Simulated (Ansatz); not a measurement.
C2H7AlO, SMILES C[CH](O)[AlH2], a geometry optimisation

With Ansatz's Python interface.

Input file `c2h7alo.xyz`:
```text
11

C    -0.76820    0.93790    0.17740
C    -0.08740   -0.34420    0.36850
O     0.80540   -0.22700    1.40510
Al    0.97920   -0.85510   -1.29340
H    -1.53980    0.88950   -0.68930
H    -1.37760    1.26340    1.08560
H    -0.06750    1.79920   -0.05400
H    -0.78110   -1.13230    0.57650
H     0.31900   -0.24680    2.30420
H     2.04400    0.09280   -1.85020
H     0.53930   -2.23430   -2.00970
```

The cells in order, each with its output:

```python
import warnings

import ansatz as az
import numpy as np
```

```python
warnings.simplefilter("ignore", az.DeckWarning)
```

```python
c2h7alo = az.Crystal.molecule_from_extxyz("c2h7alo.xyz")
```

```python
model = (
    c2h7alo.calculation()
    .basis(gaussian="6-31G*")
    .functional("CAM-B3LYP")
)
symbols = [site.symbol for site in c2h7alo.cartesian_sites]
start = np.array([site.position_ang for site in c2h7alo.cartesian_sites], dtype=float)
rep = model.relax(force_tolerance=0.01).run(threads=1).report
end = np.array(rep["positions_ang"])
```

    

```python
print(f"E = {rep['free_energy_ev']:.6f} eV = {rep['free_energy_ev'] / 27.211386246:.7f} Ha")
print("converged:", rep["converged"], " doubts:", rep["published_state_doubts"] or "none")
```

    E = -10828.970598 eV = -397.9573293 Ha
    converged: True  doubts: none

```python
print("bond        before    after (A)")
for i, j in [(0, 1), (0, 4), (0, 5), (0, 6), (1, 2), (1, 3), (1, 7), (2, 8), (3, 9), (3, 10)]:
    d0, d1 = (np.linalg.norm(xyz[i] - xyz[j]) for xyz in (start, end))
    print(f"{symbols[i]}{i}-{symbols[j]}{j}".ljust(10), f"{d0:8.4f} {d1:8.4f}")

charges = rep["charge_distribution"]
dipole = np.array(charges["dipole_moment_e_ang"]) * 4.803205
print("dipole (D): {:.3f} {:.3f} {:.3f}, length {:.3f}".format(*dipole, np.linalg.norm(dipole)))
print("atom  Mulliken   Lowdin")
for symbol, m, l in zip(symbols, charges["mulliken_charges_e"], charges["lowdin_charges_e"]):
    print(f"{symbol:4s} {m:9.3f} {l:8.3f}")
```

    bond        before    after (A)
    C0-C1        1.4642   1.5069
    C0-H4        1.1614   1.0947
    C0-H5        1.1411   1.0995
    C0-H6        1.1342   1.0958
    C1-O2        1.3731   1.5410
    C1-Al3       2.0397   1.9555
    C1-H7        1.0703   1.0897
    O2-H8        1.0224   0.9704
    Al3-H9       1.5305   1.5894
    Al3-H10      1.6152   1.5828
    dipole (D): -1.061 1.887 1.585, length 2.683
    atom  Mulliken   Lowdin
    C       -0.494   -0.335
    C       -0.042   -0.155
    O       -0.664   -0.175
    Al       0.353    0.011
    H        0.172    0.141
    H        0.145    0.113
    H        0.165    0.138
    H        0.162    0.134
    H        0.439    0.321
    H       -0.125   -0.100
    H       -0.113   -0.092

Notes:
- The settings weren't tested for convergence.
- The end point is the stationary point reached from this start; no frequency run checks that it is a minimum, and the basis set is modest.
- The Löwdin charges here are taken after orthogonalising the functions within each atom; they differ from plain Löwdin charges, and their signs can be unphysical.
- The bonding changed during the relaxation, so the end is another isomer than the start names.
- Timing: 110 s on 1 thread of Intel(R) Xeon(R) Platinum 8488C (Sapphire Rapids), on a shared host, peak memory 0.25 GiB.

(Lines on the test bed's own set-up are left out of the output.)
